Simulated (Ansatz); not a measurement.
# C₂H₉AlSi: a ladder of functionals and wavefunction methods

The task here is to estimate one member of a computed series from the others.

The runs use Ansatz 0.2.0, Gaussian basis; functionals in def2-TZVPP, the program's frozen cores in correlated methods.

The runs, in order: LDA (SPW92), PBE-D4, revPBE-D4, BLYP-D4, r2SCAN-D4, B97M-V, PBE0-D4, B3LYP-D4, r2SCANh-D4, r2SCAN0-D4, HSE06-D4, BHLYP-D4, CAM-B3LYP-D4, LC-ωPBE, ωB97X-V, ωB97M-V, B2PLYP, PBE-QIDH; CCSD(T)/def2-SVP; CCSD(T)/def2-TZVPP; MP2/def2-QZVPP; extrapolation to the limit; RPA on PBE.

## The geometry

All runs share one geometry, relaxed beforehand with PBE0-D4 in a triple-zeta def2 set.

13 atoms, charge 0, spin multiplicity 1.

Atoms are counted from 1 here; the program's logs count them from 0.

Bond lengths: C1–Al2 1.956 Å, C1–H5 1.096 Å, C1–H6 1.092 Å, C1–H7 1.096 Å, Al2–Si3 2.462 Å, Al2–H8 1.595 Å, Si3–C4 1.886 Å, Si3–H9 1.496 Å, Si3–H10 1.496 Å, C4–H11 1.092 Å, C4–H12 1.092 Å, C4–H13 1.092 Å. Angles: Al2–C1–H5 110.5°, Al2–C1–H6 113.7°, Al2–C1–H7 110.3°, H5–C1–H6 108.0°, H5–C1–H7 106.1°, H6–C1–H7 107.9°, C1–Al2–Si3 122.0°, C1–Al2–H8 118.2°, Si3–Al2–H8 119.8°, Al2–Si3–C4 114.1°, Al2–Si3–H9 109.8°, Al2–Si3–H10 109.7°, C4–Si3–H9 108.8°, C4–Si3–H10 108.8°, H9–Si3–H10 105.3°, Si3–C4–H11 110.8°, Si3–C4–H12 110.8°, Si3–C4–H13 111.1° and more.

The first run:

Contents of in.yaml:

```yaml
crystal:
  periodic: [false, false, false]
  atoms:
    - {symbol: C, position_ang: [-1.922846, 1.396536, -0.072723]}
    - {symbol: Al, position_ang: [-1.225018, -0.192340, -0.976039]}
    - {symbol: Si, position_ang: [0.947937, -1.185088, -0.379900]}
    - {symbol: C, position_ang: [1.859537, -0.273387, 0.996535]}
    - {symbol: H, position_ang: [-2.904067, 1.187812, 0.367903]}
    - {symbol: H, position_ang: [-1.271199, 1.773703, 0.718407]}
    - {symbol: H, position_ang: [-2.079763, 2.206452, -0.794162]}
    - {symbol: H, position_ang: [-2.105277, -0.849604, -2.132500]}
    - {symbol: H, position_ang: [1.829106, -1.238850, -1.587991]}
    - {symbol: H, position_ang: [0.755358, -2.610629, 0.032270]}
    - {symbol: H, position_ang: [1.262567, -0.255489, 1.911174]}
    - {symbol: H, position_ang: [2.060831, 0.761084, 0.709122]}
    - {symbol: H, position_ang: [2.813335, -0.754799, 1.222805]}
basis:
  gaussian: {orbitals: def2-TZVPP}
hamiltonian: {xc: lda}
output: {orbitals: {seedname: orbitals}}
```

Steps of the session up to this table: LDA; PBE-D4 (GGA); revPBE-D4 (GGA); BLYP-D4 (GGA); r2SCAN-D4 (meta-GGA); B97M-V (meta-GGA); PBE0-D4 (hybrid); B3LYP-D4 (hybrid); r2SCANh-D4 (hybrid); r2SCAN0-D4 (hybrid); HSE06-D4 (hybrid); BHLYP-D4 (hybrid); CAM-B3LYP-D4 (range-separated); LC-ωPBE (range-separated); ωB97X-V (range-separated); ωB97M-V (range-separated); B2PLYP (double hybrid); PBE-QIDH (double hybrid).

One table of the session follows, with a row left open; its other results are not shown here.

It belongs to the step «Frontier levels by functional». 

```
  functional  HOMO (eV)  LUMO (eV)  gap (eV)
 LDA (SPW92)      -6.03      -2.56      3.47
      PBE-D4      -5.96      -2.35      3.61
   revPBE-D4      -5.92      -2.25      3.67
     BLYP-D4      -5.83      -2.22      3.61
   r2SCAN-D4      -6.19      -2.10      4.08
      B97M-V      -6.25      -2.30      3.95
     PBE0-D4      -7.03      -1.60      5.43
    B3LYP-D4      -6.85      -1.79      5.06
  r2SCANh-D4      -6.58      -1.85      4.73
  r2SCAN0-D4      -7.18      -1.47      5.71
    HSE06-D4      -6.64      -1.97      4.67
    BHLYP-D4      -8.02      -0.81      7.21
CAM-B3LYP-D4      -8.30      -0.65      7.65
     LC-ωPBE          ?          ?         ?
     ωB97X-V      -9.28       0.29      9.57
     ωB97M-V      -9.03       0.01      9.04
```

Estimate the missing values for LC-ωPBE.

As computed: HOMO (eV): -9.59; LUMO (eV): 0.43; gap (eV): 10.02. In the column «HOMO (eV)» it is the lowest.
